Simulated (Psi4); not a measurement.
**WH2O4 (tungstic acid) at SVWN5/def2-SVP (core potential)**

Aim: the energy change on altering one bond length of WH2O4 (tungstic acid) at SVWN5/def2-SVP (core potential), from 2 runs. 

The calculation is run with Psi4 1.11.

**1. The molecule**

WH2O4: 7 atoms, total charge 0, spin state singlet. As SMILES, `[O]=[W](=[O])([OH])[OH]`. The coordinates come from a PBE0-D4/def2-TZVP relaxation. This is one conformer, not always the lowest.

Bond lengths: O1–W2 1.704 Å, W2–O3 1.704 Å, W2–O4 1.881 Å, W2–O5 1.881 Å, O4–H6 0.960 Å, O5–H7 0.960 Å. Angles: O1–W2–O3 108.9°, O1–W2–O4 109.9°, O1–W2–O5 108.7°, O3–W2–O4 108.7°, O3–W2–O5 109.9°, O4–W2–O5 110.7°, W2–O4–H6 125.0°, W2–O5–H7 125.0°.

**2. A single-point energy at SVWN5/def2-SVP (core potential)**

Input file input.inp:

```
memory 2200 MB

molecule geom {
  O
  W 1 r2
  O 2 r3 1 a3
  O 2 r4 3 a4 1 d4
  O 2 r5 3 a5 1 d5
  H 4 r6 2 a6 3 d6
  H 5 r7 2 a7 3 d7

  r2 = 1.70432
  r3 = 1.704319
  a3 = 108.86557
  r4 = 1.88119
  a4 = 108.70112
  d4 = -119.70312
  r5 = 1.881193
  a5 = 109.89948
  d5 = 118.94507
  r6 = 0.959739
  a6 = 124.96904
  d6 = 128.95257
  r7 = 0.959743
  a7 = 124.9656
  d7 = 9.91798
  units angstrom
  symmetry c1
  no_reorient
  no_com
}

set globals {
  basis                def2-SVP
  puream               true
  e_convergence        1e-09
  d_convergence        1e-08
  scf_type             pk
  dft_radial_points    99
  dft_spherical_points 590
}

e_tot, wfn = energy("scf", dft_functional={"name": "SVWN5", "x_functionals": {"LDA_X": {}}, "c_functionals": {"LDA_C_VWN": {}}}, return_wfn=True)
oeprop(wfn, "WIBERG_LOWDIN_INDICES", "MAYER_INDICES", "MULLIKEN_CHARGES")
```

Run with:

```bash
$ psi4 input.inp input.out -n 1
```

input.out:

```text
[...]
    !!!  WARNING: ECP capability is in beta. Please check occupations closely.  !!!
[...]
  Running in c1 symmetry.
[...]
  Nuclear repulsion =  223.985914785337428
[...]
  Multiplicity = 1
[...]
  Nalpha       = 24
  Nbeta        = 24
[...]
    Number of basis functions: 98
[...]
   @RKS iter   1:  -365.76943272214919    1.02263e-01   1.74121e-02 ADIIS/DIIS
[...]
   @RKS iter  14:  -366.94145168228948   -1.31763e-10   5.30748e-09 DIIS
[...]
    Orbital Energies [Eh]
    ---------------------
    Doubly Occupied:
       1A    -18.653540     2A    -18.653432     3A    -18.619467
       4A    -18.619360     5A     -2.910491     6A     -1.617614
       7A     -1.612856     8A     -1.608256     9A     -0.918619
      10A     -0.910066    11A     -0.822383    12A     -0.807302
      13A     -0.504631    14A     -0.503723    15A     -0.391006
      16A     -0.386337    17A     -0.385511    18A     -0.367641
      19A     -0.338034    20A     -0.320772    21A     -0.318356
      22A     -0.299545    23A     -0.297954    24A     -0.271193
[...]
  @RKS Final Energy:  -366.94145168228948
   => Energetics <=
    Nuclear Repulsion Energy =            223.9859147853374282
    One-Electron Energy =                -973.9723787448026542
    Two-Electron Energy =                 423.4338875530833661
    DFT Exchange-Correlation Energy =     -40.3888752759075871
    Empirical Dispersion Energy =           0.0000000000000000
    VV10 Nonlocal Energy =                  0.0000000000000000
    Total Energy =                       -366.9414516822894825
[...]
 Multipole Moments:
 ------------------------------------------------------------------------------------
     Multipole            Electronic (a.u.)      Nuclear  (a.u.)        Total (a.u.)
 ------------------------------------------------------------------------------------
 L = 1.  Multiply by 2.5417464519 to convert [e a0] to [Debye]
 Dipole X            :          0.0017454           -0.0016057            0.0001397
 Dipole Y            :         -3.0824526            4.0461515            0.9636989
 Dipole Z            :         -2.2046262            2.8938173            0.6891912
 Magnitude           :                                                    1.1847785
[...]
  Mulliken Charges: (a.u.)
   Center  Symbol    Alpha    Beta     Spin     Total
       1     O     4.15232  4.15232  0.00000 -0.30463
       2     W     6.56105  6.56105  0.00000  0.87790
       3     O     4.15232  4.15232  0.00000 -0.30464
       4     O     4.19261  4.19261  0.00000 -0.38521
       5     O     4.19260  4.19260  0.00000 -0.38521
       6     H     0.37455  0.37455  0.00000  0.25089
       7     H     0.37455  0.37455  0.00000  0.25090
   Total alpha = 24.00000, Total beta = 24.00000, Total charge =  0.00000
  Mayer Bond Indices:
[...]
```

It took 8.1 s on 1 thread of Intel Xeon 6975P-C (Granite Rapids), shared host; peak memory 0.61 GiB.

**3. The distorted shape: energy and gradient at SVWN5/def2-SVP (core potential)**

Input file h2o4w.inp:

```
memory 2.2 GB

molecule {
  O
  W 1 1.70432
  O 2 2.5565 1 108.86557
  O 2 1.88119 1 109.90467 3 118.95277
  O 2 1.881193 1 108.6973 4 121.3526
  H 4 0.959739 2 124.96904 1 9.8989
  H 5 0.959743 2 124.9656 1 128.9663
  symmetry c1
  no_reorient
  no_com
}

set {
  basis                def2-SVP
  puream               true
  e_convergence        1e-09
  d_convergence        1e-08
  scf_type             pk
  dft_radial_points    99
  dft_spherical_points 590
}

e, wfn = gradient('scf', dft_functional={"name": "SVWN5", "x_functionals": {"LDA_X": {}}, "c_functionals": {"LDA_C_VWN": {}}}, return_wfn=True)
```

Run with:

```bash
$ psi4 -i h2o4w.inp -o h2o4w.out -n 1
```

h2o4w.out (excerpt; [...] marks lines left out):

```text
[...]
    !!!  WARNING: ECP capability is in beta. Please check occupations closely.  !!!
[...]
  Running in c1 symmetry.
[...]
  Nuclear repulsion =  204.921468864136727
[...]
  Multiplicity = 1
[...]
  Nalpha       = 24
  Nbeta        = 24
[...]
    Number of basis functions: 98
[...]
   @RKS iter   1:  -364.83117123618337    5.39887e-01   1.99124e-02 ADIIS/DIIS
[...]
   @RKS iter  23:  -366.73480370609019   -1.59162e-12   3.13314e-09 DIIS
[...]
  @RKS Final Energy:  -366.73480370609019
   => Energetics <=
    Nuclear Repulsion Energy =            204.9214688641367275
    One-Electron Energy =                -935.3759960448103357
    Two-Electron Energy =                 403.8190585132435899
    DFT Exchange-Correlation Energy =     -40.0993350386601648
    Empirical Dispersion Energy =           0.0000000000000000
    VV10 Nonlocal Energy =                  0.0000000000000000
    Total Energy =                       -366.7348037060901902
[...]
 Multipole Moments:
 ------------------------------------------------------------------------------------
     Multipole            Electronic (a.u.)      Nuclear  (a.u.)        Total (a.u.)
 ------------------------------------------------------------------------------------
 L = 1.  Multiply by 2.5417464519 to convert [e a0] to [Debye]
 Dipole X            :          0.0712465           -0.0016029            0.0696436
 Dipole Y            :          5.4241131           -3.4640017            1.9601114
 Dipole Z            :         -5.2132525            5.4600780            0.2468255
 Magnitude           :                                                    1.9768181
[...]
  -Total Gradient:
     Atom            X                  Y                   Z
    ------   -----------------  -----------------  -----------------
       1        0.000830053673    -0.001344510030    -0.012260480601
       2       -0.002477447066     0.105669658504    -0.040016942950
       3        0.000934889383    -0.120848513319     0.040452374520
       4        0.026224425727     0.017105295490    -0.003433402830
       5       -0.025905621857     0.002342073626     0.020188920800
       6       -0.013749937824    -0.009950049944     0.009856562856
       7        0.014136461055     0.006962038056    -0.014793842548
[...]
```

It took 14 s on 1 thread of Intel Xeon 6975P-C (Granite Rapids), shared host; peak memory 0.61 GiB.

**4. Summary of results**

At SVWN5/def2-SVP (core potential):

| quantity | value |
| --- | --- |
| first shape: total energy | -366.94145 Eh |
| first shape: dipole moment | 3.01 D |
| first shape: HOMO energy | -7.38 eV |
| first shape: LUMO energy | -2.39 eV |
| first shape: HOMO–LUMO gap | 4.98 eV |
| distorted shape: total energy | -366.73480 Eh |
| distorted shape: dipole moment | 5.02 D |
| distorted shape: HOMO energy | -5.30 eV |
| distorted shape: LUMO energy | -4.24 eV |
| distorted shape: HOMO–LUMO gap | 1.06 eV |
| distorted shape: largest force on an atom | 6.553 eV/Å |
| energy change with the W2–O3 bond stretched from 1.704 to 2.556 Å | 5.623 eV |

**Reading.** With the W2–O3 bond stretched from 1.704 to 2.556 Å the energy rises by 5.62 eV (543 kJ/mol). The first shape isn't relaxed at this level, so the change isn't measured from a minimum. A restricted reference can't describe the breaking bond well at this length. Mulliken charges (first shape) run from -0.39 on O4 to +0.88 on W2; they depend strongly on the basis.
